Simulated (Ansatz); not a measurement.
Run this with Ansatz 0.2.0, Python API and show what comes out.

Script `run_methods.py`:
```python
# -*- coding: utf-8 -*-
'''One geometry of C2H5AlN2, method by method.'''

from dataclasses import dataclass
from pathlib import Path

import ansatz as az
from ase import Atoms
import numpy as np


@dataclass(frozen=True)
class RunConfig:
    basis: str = 'def2-SVP'


opts = RunConfig()


def main():
    atoms = Atoms(['N', 'C', 'C', 'Al', 'N', 'H', 'H', 'H', 'H', 'H'], positions=[
        [1.9131, -0.9844, -2.0734],
        [0.9625, -0.7049, -1.0401],
        [0.1595, -0.4959, -0.1522],
        [-0.9796, -0.1558, 1.3079],
        [-1.9279, 1.5186, 1.4314],
        [2.2311, -1.8867, -2.251],
        [2.1949, -0.1514, -2.6969],
        [-1.3032, -1.2883, 2.3864],
        [-1.6122, 1.973, 2.3896],
        [-1.555, 2.1246, 0.7013],
    ])
    mol = az.Crystal.molecule_from_ase(atoms)

    model = mol.calculation().basis(gaussian=opts.basis)

    print('functional    E (Ha)        dipole (D)   HOMO (eV)  LUMO (eV)')
    for name in ['pbe', 'hf', 'r2scan0', 'lda', 'blyp']:
        r = model.functional(name).forces().orbitals().run(runs_dir='runs').report
        lines = Path(r['orbitals_path']).read_text().splitlines()
        field_of = lambda key: [line.split('=')[1].strip() for line in lines if line.startswith(key)]
        orbitals = [(27.211386 * float(e), s, float(n)) for e, s, n in zip(field_of('Ene='), field_of('Spin='), field_of('Occup='))]
        homo = max(e for e, _, n in orbitals if n > 0.5)
        lumo = min(e for e, _, n in orbitals if n < 0.5)
        dipole = 4.803205 * np.linalg.norm(r['charge_distribution']['dipole_moment_e_ang'])
        print(f'{name:10s} {r["free_energy_ev"] / 27.211386246:14.6f} {dipole:9.3f} {homo:11.3f} {lumo:10.3f}')


if __name__ == '__main__':
    main()
```

`python run_methods.py` gives:
```text
functional    E (Ha)        dipole (D)   HOMO (eV)  LUMO (eV)
pbe           -430.514765     4.004      -5.304     -1.411
hf            -429.195386     3.885      -9.471      2.075
r2scan0       -430.713837     3.971      -6.791     -0.582
lda           -428.199905     4.087      -5.443     -1.619
blyp          -430.821664     3.982      -5.104     -1.256
```

Total energies depend on the basis set; only differences at equal settings carry meaning. The geometry is a force-field or estimated start, not a minimum of this method, and the basis set is short of its limit. A lower total doesn't mark the better method: functionals have no common bound, and MP2 and coupled cluster aren't variational. Levels such as HOMO and LUMO are orbital energies: with these approximate functionals they aren't the ionisation energy and electron affinity, and their gap isn't the fundamental gap. The whole script took 16 s on 1 thread of Arm Neoverse V1, on a shared host, peak memory 0.28 GiB.
